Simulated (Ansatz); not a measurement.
NiMoIrPdW:

```
CELL_PARAMETERS angstrom
4.14670 0.00000 0.00000
-2.07335 3.59115 0.00000
0.00000 0.00000 5.41629
ATOMIC_POSITIONS crystal
Ni 0.00000 0.00000 0.02221
Mo 0.66667 0.33333 0.45996
Pd 0.33333 0.66667 0.74601
Ir 0.33333 0.66667 0.25641
W 0.66667 0.33333 0.99985
```

The cell was built by a generator and needn't be a form met in nature.

- Program: Ansatz 0.2.0
- Task: relaxation of cell and atoms
- Functional: RPBE
- Potentials or basis: Ansatz PAW
- Cutoff: 420 eV (not typed: the program's choice for these potentials)
- k mesh: 5 × 5 × 4
- Occupations: fermi-dirac, width 0.05 eV
- Spin: collinear spin, ferromagnetic start
- Starting moments: [1.0, 1.0, 0.0, 0.6, 0.0] μB

At the start: volume 16.13 Å³/atom.

Problem. How do energy, volume and symmetry change on relaxing?

Solution. It ends after 7 steps and the volume is 16.46 Å³/atom (+2.0 %); space group P3m1 (No. 156, to 0.05 Å); moment 0.00 μB per cell.

Step by step:
```
step  energy change (eV)  largest force (eV/Å)  volume (Å³)
   1              0.0000                0.1151        80.66
   2             -0.0189                0.0333        82.32
   3             -0.0192                0.0289        82.27
   4             -0.0195                0.0117        82.25
   5             -0.0196                0.0023        82.27
   6             -0.0196                0.0005        82.29
   7             -0.0203                0.0005        82.29
```

Final structure:
```yaml
crystal:
  lattice:
    - [4.16880, 0.00000, 0.00000]
    - [-2.08440, 3.61029, 0.00000]
    - [0.00000, 0.00000, 5.46733]
  atoms:
    - { symbol: Ni, position: [0.00000, 0.00000, 0.02733] }
    - { symbol: Mo, position: [0.66667, 0.33333, 0.45425] }
    - { symbol: Pd, position: [0.33333, 0.66667, 0.74534] }
    - { symbol: Ir, position: [0.33333, 0.66667, 0.25800] }
    - { symbol: W, position: [0.66667, 0.33333, 0.99951] }
```

Caveat: the plane-wave basis is chosen anew once the cell has moved, so the energies of steps on either side of that aren't comparable; the PAW data sets come from PBE, with cores solved anew for the run's functional, which leaves a small shift of forces and pressure; the starting moments weren't kept.
